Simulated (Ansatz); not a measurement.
# F2OTi: the cost of one run

Program: Ansatz 0.2.0, Gaussian basis. Level of theory: UKS PBE0/def2-TZVP. These are calculated values, not measurements.

### 1 The system as given

4 atoms, charge 0, spin multiplicity 3.

Atoms are counted from 1 here; the program's logs count them from 0.

Bond lengths: Ti1–O2 1.717 Å, Ti1–F3 1.709 Å, Ti1–F4 1.709 Å. Angles: O2–Ti1–F3 119.3°, O2–Ti1–F4 119.3°, F3–Ti1–F4 121.5°.

The start was built by rule and, where that kept it together, relaxed with GFN2-xTB. Sticks and bond lists go by distance. 

### 2 The run

Contents of in.yaml:

```yaml
crystal:
  periodic: [false, false, false]
  atoms:
    - {symbol: Ti, position_ang: [0.041987, 0.000266, 0.000466]}
    - {symbol: O, position_ang: [1.758632, 0.011153, 0.019513]}
    - {symbol: F, position_ang: [-0.802833, 1.485379, -0.010947]}
    - {symbol: F, position_ang: [-0.783977, -1.495442, -0.006659]}
basis:
  gaussian: {orbitals: def2-TZVP}
magnetization: {spin_polarized: true, initial_magnetization: 2}
hamiltonian: {xc: pbe0}
relax: {f_tol: 0.004, max_steps: 80}
```

On the command line:

```sh
ansatz run in.yaml --threads 1 --pin off --events-out ev --progress --plain --max-ram 2176MiB
```

**Question.** How long does this run take on 1 thread of Arm Neoverse V1, shared host, and how much memory does it need?

About 2.1 min, with a peak of 0.49 GiB.
